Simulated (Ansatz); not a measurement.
# Zr3S2 (R32) in Ansatz: reference runs

How does Zr3S2 come out in PBE? The cell is run as given and disturbed.

All numbers are computed with Ansatz 0.2.0; they aren't measurements. Logs are shortened: lines on timing, memory, paths and dates and some standing lists are left out, and cuts for length are marked.

## Step 1: The structure

Symmetry: R32, No. 155, trigonal system. Conventional cell: a = 5.805 Å, b = 5.805 Å, c = 10.463 Å, α = 90.00°, β = 90.00°, γ = 120.00°. Zr (site symmetry 2) is surrounded by 4 S at 2.61 to 2.62 Å. S (site symmetry 3) has 6 Zr at 2.61 to 2.62 Å as nearest neighbours.

The cell comes from a database or a generator and needn't be the stable form of this composition.

## Step 2: Single point, PBE

input.yaml reads:

```yaml
crystal:
  lattice:
    - [2.9025379727, 1.6757810799, 3.4877732718]
    - [-2.9025379727, 1.6757810799, 3.4877732718]
    - [0.0, -3.3515621597, 3.4877732718]
  atoms:
    - { symbol: Zr, position: [0.838727, 0.5, 0.161273] }
    - { symbol: Zr, position: [0.5, 0.161273, 0.838727] }
    - { symbol: Zr, position: [0.161273, 0.838727, 0.5] }
    - { symbol: S, position: [0.665023, 0.665023, 0.665023] }
    - { symbol: S, position: [0.334977, 0.334977, 0.334977] }
hamiltonian:
  xc: pbe
  pseudopotentials: { kind: paw }
kpoints:
  mp_grid: { grid: [6, 6, 6] }
scf:
  occupations: { method: fermi_dirac, width: 0.05 }
output:
  forces: true
  stress: true
  eigenvalues: true
```

Potentials or basis: Ansatz PAW.

Launch:

```console
$ ansatz run input.yaml --threads 2 --pin off --max-ram 5120MiB --backend cpu --events-out ev --progress --plain --runs-dir out
```

The program printed:

```text
Warning: RAYON_NUM_THREADS=2 ignored (pool sized by the plan → 2); use --threads N
Engine: ansatz 0.2.0, x86_64-unknown-linux-gnu
Pseudopotentials: kind: paw
Pseudopotential: Zr, paw, valence charge 12, recommended cutoff 420 eV (normal), Zr.paw.azcp
Pseudopotential: S, paw, valence charge 6, recommended cutoff 420 eV (normal), S.paw.azcp
Functional definition: PBE
  parameter kappa = 0.804
  parameter beta = 0.06672455060314922
  exchange = pbe_x(kappa = kappa, mu = beta*pi^2/3)
  correlation = pbe_c(beta = beta)
Crystal: 5 atoms, lattice volume = 101.788 Å³
Basis set: ecut = 420 eV, 1949 PW (Γ), exchange–correlation on 72×72×72 points (8 copies of the dense FFT grid, shifted against one another)
Bands: 29, of which v1, the nominal top of the filled ones, is band 24 counted from 1 (23 counted from 0)
Symmetry: 6 space group operations
Space group: R32 (ITA 155), of the structure as read, at distance tolerance 4.7e-5 Å
k-points: 32 of 216 (time reversal used)
Non-local potential: Zr, projectors of the file, l = 0: 3, l = 1: 2, l = 2: 2, l = 3: 2
Non-local potential: S, projectors of the file, l = 0: 2, l = 1: 2, l = 2: 2
PAW form: soft (Blöchl's): semilocal exchange-correlation on the pseudo side does not see the compensation charge
PAW one-centre angular grid: Zr, 590 points (default); XC on 64 Gauss nodes
PAW one-centre angular grid: S, 110 points (default); XC on 64 Gauss nodes
Initial density: superposition of atomic densities (neutral atoms: chi_scale 0, normalization atom), corrected by the library's trained network
Initial wavefunctions: pseudopotential atomic-orbital guess
Functional: x = pbe(κ = 0.804, μ = 0.2195149727645171), c = pbe(β = 0.06672455060314922)
SCF iter   1: F=—  HF=-14361.109614 eV  |F-HF|=—  |Δ(HF+E_count)|=         —  Δρ=6.63e-3  dr2=5.75e-2  ethr=1.77e-3  ⟨swp⟩=5.3  Hψ=3896  notcnv=0
preconditioner: auto → Kerker (q_TF=auto, 2.407 Å⁻¹)  [metal: Δε(μ)=0.030 eV  Ē_g=6.611 eV  σ=0.050 eV  W_gap=0.15  n_scr=20 (ndim 8)  ℏωp=18.0 eV  f_vac=0.000  D(μ)=2.32/eV (n_scr^D=14)]
SCF iter   2: F=—  HF=-14361.101224 eV  |F-HF|=—  |Δ(HF+E_count)|=   8.39e-3  Δρ=3.72e-3  dr2=1.73e-2  ethr=1.20e-4  ⟨swp⟩=1.8  Hψ=1231  notcnv=0
SCF iter   3: F=—  HF=-14361.100805 eV  |F-HF|=—  |Δ(HF+E_count)|=   4.19e-4  Δρ=7.79e-4  dr2=8.96e-4  ethr=3.61e-5  ⟨swp⟩=2.0  Hψ=1258  notcnv=0
SCF iter   4: F=—  HF=-14361.100831 eV  |F-HF|=—  |Δ(HF+E_count)|=   2.55e-5  Δρ=1.64e-4  dr2=3.11e-5  ethr=1.87e-6  ⟨swp⟩=2.1  Hψ=1250  notcnv=0
SCF iter   5: F=—  HF=-14361.100792 eV  |F-HF|=—  |Δ(HF+E_count)|=   3.88e-5  Δρ=3.33e-5  dr2=1.43e-6  ethr=6.49e-8  ⟨swp⟩=2.0  Hψ=1262  notcnv=0
SCF iter   6: F=—  HF=-14361.100792 eV  |F-HF|=—  |Δ(HF+E_count)|=   2.81e-7  Δρ=9.51e-6  dr2=1.52e-7  ethr=2.98e-9  ⟨swp⟩=2.4  Hψ=1678  notcnv=0
SCF iter   7: F=-14361.100792 eV  HF=-14361.100792 eV  |F-HF|=2.78e-10  |Δ(HF+E_count)|=  6.53e-10  Δρ=2.03e-6  dr2=4.90e-9  ethr=2.08e-10  ⟨swp⟩=5.0  Hψ=3283  notcnv=0
SCF 1 converged in 7 iterations: F = -14361.100792 eV  dr2 = 4.90e-9
SCF converged after 7 iterations
Free energy (F): -14361.100792 eV
Harris-Foulkes:  -14361.100792 eV  (|F-HF|=2.78e-10)
Internal energy: -14361.080983 eV  (E = F + TS)
E sigma→0 (E₀):  -14361.090888 eV
Entropy (-TS):   -0.019809 eV (-3.962 meV/atom)
Fermi energy:    12.777415 eV
--- Per-component energies (eV) ---
  E_band       = -295.520570
  E_kinetic    = 1219.328493
  E_local      = -2257.911323  (includes V_loc(G=0)·N_el)
  E_nonlocal   = 295.338285
  E_hartree    = 725.333850
  E_xc         = -682.253835
  E_vxc        = -752.050526  (∫ρ·V_xc dr)
  E_paw        = -10062.733883  (= ΣΔE_a)
  E_vpaw       = -250.892890  (= ΣTr[D̂ρ^β])
  E_aug_tail   = 0.000078  (compensation charges beyond the density's cutoff)
  E_ewald      = -3598.182649
  E_smearing   = -0.019809  (= −TS)
  E_closure    = -0.000000  (closes the sum)
  Σ components = -14361.100792   (vs F -14361.100792, Δ=0.00e0)
--- Forces (eV/Å), atoms counted from 1 ---
  atom   1  Zr    -0.02843856    -0.04925704     0.00000000
  atom   2  Zr    -0.02843856     0.04925704    -0.00000000
  atom   3  Zr     0.05687713     0.00000000     0.00000000
  atom   4  S      0.00000000    -0.00000000    -0.01340083
  atom   5  S      0.00000000     0.00000000     0.01340083
  max |Σ_I F_I| component: 4.86e-17 eV/Å
--- Stress (GPa, compression-positive) ---
       -0.967306       0.000000       0.000000
        0.000000      -0.967306       0.000000
        0.000000       0.000000      -0.834111
  P = ⅓ Tr σ = -0.9229 GPa (-9.229 kbar)
--- Band table (eV; the first three rows and the last of 32) ---
  k-point 0: bands = ["-36.3350", "-36.2568", "-36.2568", "-14.4998", "-14.4998", "-14.4935", "-14.4780", "-14.4227", "-14.4227", "-14.3534", "-14.0933", "-14.0933", "-2.2035", "-0.9955", "6.8470", "6.8470", "7.1582", "8.5225", "8.7028", "8.7028", "10.1838", "10.9600", "12.8807", "12.8807", "13.4746", "13.4746", "14.7776", "15.5235", "15.5235"]
  k-point 1: bands = ["-36.3294", "-36.2627", "-36.2564", "-14.5524", "-14.5365", "-14.5121", "-14.4537", "-14.3945", "-14.3539", "-14.3213", "-14.1410", "-14.1035", "-2.0870", "-1.0298", "6.7164", "6.9983", "7.2323", "8.2255", "8.5188", "8.7916", "10.4894", "11.2344", "12.6145", "12.7563", "13.1232", "13.6991", "14.3698", "15.2352", "15.5951"]
  k-point 2: bands = ["-36.3143", "-36.2757", "-36.2583", "-14.5824", "-14.5752", "-14.5131", "-14.4291", "-14.3888", "-14.2992", "-14.2521", "-14.2201", "-14.1329", "-1.7999", "-1.1502", "6.8313", "6.9371", "7.2348", "7.8928", "8.2757", "8.9328", "11.0536", "11.6344", "12.2704", "12.3626", "12.7373", "13.8729", "14.1582", "14.7290", "15.4890"]
  k-point 31: bands = ["-36.3154", "-36.2656", "-36.2656", "-14.7498", "-14.5281", "-14.4605", "-14.4605", "-14.4426", "-14.3516", "-14.3516", "-14.0706", "-14.0706", "-1.1140", "-0.9023", "5.7504", "6.9906", "6.9906", "7.8240", "8.4601", "8.4601", "12.0054", "12.3914", "12.6072", "12.6072", "13.1111", "13.1111", "13.8551", "13.8551", "14.9821"]
```

Run time: 9.4 s. Hardware: 2 threads of Intel Xeon at 2.50GHz (Skylake/Cascade Lake), shared host; peak memory 0.39 GiB.

Results:

```
Free energy            : -14361.1008 eV
Pressure               : -0.9 GPa
Largest force          : 0.057 eV/Å
Band gap on the k mesh : none (metal or under the smearing width)
```

Forces in eV/Å, atoms in the order of the input:
```
Zr  -0.028 -0.049  0.000
Zr  -0.028  0.049  0.000
Zr   0.057  0.000  0.000
S    0.000  0.000 -0.013
S    0.000  0.000  0.013
```

## Step 3: Single point, PBE (atoms moved at random, drawn with an rms of 0.05 Å)

input.yaml reads:

```yaml
crystal:
  lattice:
    - [2.9025379727, 1.6757810799, 3.4877732718]
    - [-2.9025379727, 1.6757810799, 3.4877732718]
    - [0.0, -3.3515621597, 3.4877732718]
  atoms:
    - { symbol: Zr, position: [0.845164, 0.495759, 0.146856] }
    - { symbol: Zr, position: [0.496257, 0.161903, 0.847701] }
    - { symbol: Zr, position: [0.140233, 0.856792, 0.497468] }
    - { symbol: S, position: [0.656848, 0.664325, 0.661247] }
    - { symbol: S, position: [0.332667, 0.345742, 0.337843] }
hamiltonian:
  xc: pbe
  pseudopotentials: { kind: paw }
kpoints:
  mp_grid: { grid: [6, 6, 6] }
scf:
  occupations: { method: fermi_dirac, width: 0.05 }
output:
  forces: true
  stress: true
  eigenvalues: true
```

Potentials or basis: Ansatz PAW.

Launch:

```console
$ ansatz run input.yaml --threads 2 --pin off --max-ram 5120MiB --backend cpu --events-out ev --progress --plain --runs-dir out
```

Run time: 26 s. Hardware: 2 threads of Intel Xeon at 2.50GHz (Skylake/Cascade Lake), shared host; peak memory 0.54 GiB.

It converged, with:

| Item | Value |
| --- | --- |
| Free energy | -14361.0087 eV |
| Pressure | -1.5 GPa |
| Largest force | 0.830 eV/Å |
| Band gap on the k mesh | none (metal or under the smearing width) |

Forces in eV/Å, atoms in the order of the input:
```
Zr  -0.504 -0.562  0.309
Zr  -0.061  0.453 -0.394
Zr   0.810  0.032  0.175
S   -0.245  0.181 -0.055
S   -0.001 -0.105 -0.035
```

Stress tensor (GPa, compression positive):
```
-2.15 -0.05  0.22
-0.05 -1.18  0.65
 0.22  0.65 -1.08
```

Levels at points of the mesh, in eV from the Fermi level:
```csv
k point,band 20,band 21,band 22,band 23,band 24,band 25,band 26,band 27,band 28,band 29
"(0.00, 0.00, 0.00)",-4.00,-2.64,-1.92,0.07,0.10,0.64,0.77,1.89,2.73,2.77
"(0.00, 0.00, -0.50)",-3.66,-1.36,-1.14,-0.89,-0.67,0.00,0.78,1.65,1.94,2.39
"(0.00, -0.50, 0.00)",-3.68,-1.33,-1.09,-0.85,-0.69,0.01,0.91,1.64,1.81,2.28
"(0.00, -0.50, -0.50)",-3.65,-1.83,-1.28,-0.83,-0.23,-0.20,1.01,1.86,1.88,2.20
"(-0.50, 0.00, 0.00)",-3.71,-1.37,-1.08,-0.90,-0.59,0.02,0.84,1.65,1.85,2.25
"(-0.50, 0.00, -0.50)",-3.64,-1.87,-1.25,-0.81,-0.28,-0.20,1.03,1.83,1.89,2.18
"(-0.50, -0.50, 0.00)",-3.72,-1.85,-1.30,-0.76,-0.34,-0.15,0.97,1.83,1.88,2.24
"(-0.50, -0.50, -0.50)",-4.29,-0.71,-0.57,-0.20,-0.12,0.29,0.35,1.06,1.16,2.19
```
